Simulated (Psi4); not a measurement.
**M06-L/def2-TZVPP run of GeF2 (SMILES [F][Ge][F])**

Aim: the energy change on altering one bond length of GeF2 at M06-L/def2-TZVPP, from 2 runs. 

The results are computed with Psi4 1.11.

2 further runs of the same task are left out: 2 set aside as unsound or not needed.

### 1 The system as given

GeF2 has 3 atoms, charge 0, and is taken as a singlet. SMILES: `[F][Ge][F]`. The shape is that of a PBE0-D4/def2-TZVP optimisation.

Bond lengths: F1–Ge2 1.745 Å, Ge2–F3 1.745 Å. Angles: F1–Ge2–F3 97.2°.

### 2 Energy and gradient at M06-L/def2-TZVPP

calc.inp

```
memory 1600 MB

molecule mol {
  F
  Ge 1 1.74478
  F 2 1.744835 1 97.24431
  units angstrom
  symmetry c1
  no_reorient
  no_com
}

set basis def2-TZVPP
set reference rks
set puream true
set e_convergence 1e-09
set d_convergence 1e-08
set scf_type pk
set dft_radial_points 99
set dft_spherical_points 590

result, w = gradient("m06-l", return_wfn=True)
oeprop(w, "QUADRUPOLE", "LOWDIN_CHARGES", "DIPOLE")
```

Command:

```console
$ psi4 calc.inp calc.out -n 1
```

calc.out:

```text
[...]
  Running in c1 symmetry.
[...]
  Nuclear repulsion =  191.062725833726859
[...]
  Multiplicity = 1
[...]
  Nalpha       = 25
  Nbeta        = 25
[...]
    Number of basis functions: 110
[...]
   @RKS iter   1: -2275.44384649646963   -2.23416e+00   2.71995e-02 ADIIS/DIIS
[...]
   @RKS iter  13: -2276.77149573205952   -3.63798e-12   6.99758e-10 DIIS
[...]
    Orbital Energies [Eh]
    ---------------------
    Doubly Occupied:
       1A   -398.113943     2A    -49.709602     3A    -44.131787
       4A    -44.129463     5A    -44.128688     6A    -24.474664
       7A    -24.474650     8A     -6.264011     9A     -4.390964
      10A     -4.384735    11A     -4.381432    12A     -1.199015
      13A     -1.191926    14A     -1.176641    15A     -1.174202
      16A     -1.169438    17A     -1.130985    18A     -1.100765
      19A     -0.507437    20A     -0.413374    21A     -0.385390
      22A     -0.383545    23A     -0.361841    24A     -0.347965
      25A     -0.284943
[...]
  @RKS Final Energy: -2276.77149573205952
   => Energetics <=
    Nuclear Repulsion Energy =            191.0627258337268586
    One-Electron Energy =               -3555.1739002623780834
    Two-Electron Energy =                1187.3512594491348864
    DFT Exchange-Correlation Energy =    -100.0115807525431819
    Empirical Dispersion Energy =           0.0000000000000000
    VV10 Nonlocal Energy =                  0.0000000000000000
    Total Energy =                      -2276.7714957320595204
[...]
  -Total Gradient:
     Atom            X                  Y                   Z
    ------   -----------------  -----------------  -----------------
       1       -0.000417846564    -0.006339627213     0.000000000000
       2        0.006345206810     0.005615486471     0.000000000001
       3       -0.006315949250     0.000381860979    -0.000000000000
[...]
 Multipole Moments:
 ------------------------------------------------------------------------------------
     Multipole            Electronic (a.u.)      Nuclear  (a.u.)        Total (a.u.)
 ------------------------------------------------------------------------------------
 L = 1.  Multiply by 2.5417464519 to convert [e a0] to [Debye]
 Dipole X            :         -2.3791080            1.6758812           -0.7032268
 Dipole Y            :         -2.0956399            1.4762835           -0.6193565
 Dipole Z            :          0.0000000            0.0000000            0.0000000
 Magnitude           :                                                    0.9370861
 L = 2.  Multiply by 1.3450342976 to convert [e a0^2] to [Debye ang]
 Quadrupole XX       :       -100.5031787           79.0151411          -21.4880376
 Quadrupole XY       :         28.2900119          -27.4587760            0.8312358
[...]
```

Run time: 41 s. Hardware: 1 thread of Intel Xeon Platinum 8488C (Sapphire Rapids), shared host; peak memory 0.56 GiB.

### 3 The distorted shape at the same level

f2ge.xyz

```xyz
3
F2Ge
F     -0.872912    -1.222792    -0.620157
Ge     0.637500    -0.295200     0.320200
F      0.027600     1.332100     0.164100
```

f2ge.py

```python
import psi4

psi4.set_memory('1600 MB')
psi4.set_num_threads(1)
psi4.core.set_output_file('psi4.out', False)

with open('f2ge.xyz') as f:
    atoms = ''.join(f.readlines()[2:])
geom = psi4.geometry('0 1\n' + atoms + 'symmetry c1')

psi4.set_options({
    'basis': 'def2-TZVPP',
    'puream': True,
    'e_convergence': 1e-09,
    'd_convergence': 1e-08,
    'scf_type': 'pk',
    'dft_radial_points': 99,
    'dft_spherical_points': 590,
})

result, w = psi4.gradient('m06-l', molecule=geom, return_wfn=True)
psi4.oeprop(w, 'QUADRUPOLE', 'WIBERG_LOWDIN_INDICES', 'DIPOLE', title='M06-L')
print('gradient / Eh bohr^-1')
print(result.np.round(6))
print(f'energy = {w.energy():.10f} Eh')
```

Command:

```console
$ python f2ge.py
```

psi4.out:

```text
[...]
  Running in c1 symmetry.
[...]
  Nuclear repulsion =  178.498649610098312
[...]
  Multiplicity = 1
[...]
  Nalpha       = 25
  Nbeta        = 25
[...]
    Number of basis functions: 110
[...]
   @RKS iter   1: -2275.44597955889412   -2.43763e+00   2.70540e-02 ADIIS/DIIS
[...]
   @RKS iter  12: -2276.75387259930631   -7.27596e-12   7.88827e-09 DIIS
[...]
    Orbital Energies [Eh]
    ---------------------
    Doubly Occupied:
       1A   -398.138715     2A    -49.733635     3A    -44.155644
       4A    -44.154003     5A    -44.152848     6A    -24.492736
       7A    -24.433780     8A     -6.285401     9A     -4.411788
      10A     -4.406150    11A     -4.403142    12A     -1.214641
      13A     -1.197532    14A     -1.197027    15A     -1.195095
      16A     -1.190563    17A     -1.132491    18A     -1.067242
      19A     -0.507205    20A     -0.392840    21A     -0.389870
      22A     -0.379140    23A     -0.316727    24A     -0.312014
      25A     -0.294388
[...]
  @RKS Final Energy: -2276.75387259930631
   => Energetics <=
    Nuclear Repulsion Energy =            178.4986496100983118
    One-Electron Energy =               -3529.7675136642546931
    Two-Electron Energy =                1174.4531367304334708
    DFT Exchange-Correlation Energy =     -99.9381452755831674
    Empirical Dispersion Energy =           0.0000000000000000
    VV10 Nonlocal Energy =                  0.0000000000000000
    Total Energy =                      -2276.7538725993063053
[...]
  -Total Gradient:
     Atom            X                  Y                   Z
    ------   -----------------  -----------------  -----------------
       1       -0.053557635198    -0.028081873621     0.000000000000
       2        0.053822810525     0.027343618141     0.000000000000
       3       -0.000174449405     0.000468606125    -0.000000000000
[...]
 Multipole Moments:
 ------------------------------------------------------------------------------------
     Multipole            Electronic (a.u.)      Nuclear  (a.u.)        Total (a.u.)
 ------------------------------------------------------------------------------------
 L = 1.  Multiply by 2.5417464519 to convert [e a0] to [Debye]
 Dipole X            :          3.7234531           -2.3102038            1.4132493
 Dipole Y            :         -0.7097529            0.6806906           -0.0290623
 Dipole Z            :         -0.0000000           -0.0000000           -0.0000000
 Magnitude           :                                                    1.4135481
 L = 2.  Multiply by 1.3450342976 to convert [e a0^2] to [Debye ang]
 Quadrupole XX       :       -102.2703388           80.5738250          -21.6965138
 Quadrupole XY       :        -32.4324718           30.8885890           -1.5438827
[...]
```

On the terminal:

```text
gradient / Eh bohr^-1
[[-0.053558 -0.028082  0.      ]
 [ 0.053823  0.027344  0.      ]
 [-0.000174  0.000469 -0.      ]]
energy = -2276.7538725993 Eh
```

Run time: 32 s. Hardware: 1 thread of Intel Xeon Platinum 8488C (Sapphire Rapids), shared host; peak memory 0.55 GiB.

### 4 Results

Level: M06-L/def2-TZVPP.

| quantity | value |
| --- | --- |
| first shape: total energy | -2276.77150 Eh |
| first shape: dipole moment | 2.38 D |
| first shape: HOMO energy | -7.75 eV |
| first shape: LUMO energy | -3.14 eV |
| first shape: HOMO–LUMO gap | 4.62 eV |
| first shape: largest force on an atom | 0.436 eV/Å |
| distorted shape: total energy | -2276.75387 Eh |
| distorted shape: dipole moment | 3.59 D |
| distorted shape: HOMO energy | -8.01 eV |
| distorted shape: LUMO energy | -3.66 eV |
| distorted shape: HOMO–LUMO gap | 4.35 eV |
| distorted shape: largest force on an atom | 3.110 eV/Å |
| energy change with the F1–Ge2 bond stretched from 1.745 to 2.007 Å | 0.480 eV |

**Reading.** With the F1–Ge2 bond stretched from 1.745 to 2.007 Å the energy rises by 0.48 eV (11.1 kcal/mol). The first shape isn't relaxed at this level, so the change isn't measured from a minimum. The largest force (first shape) is 0.44 eV/Å: the shape isn't a stationary point for this species at this level.
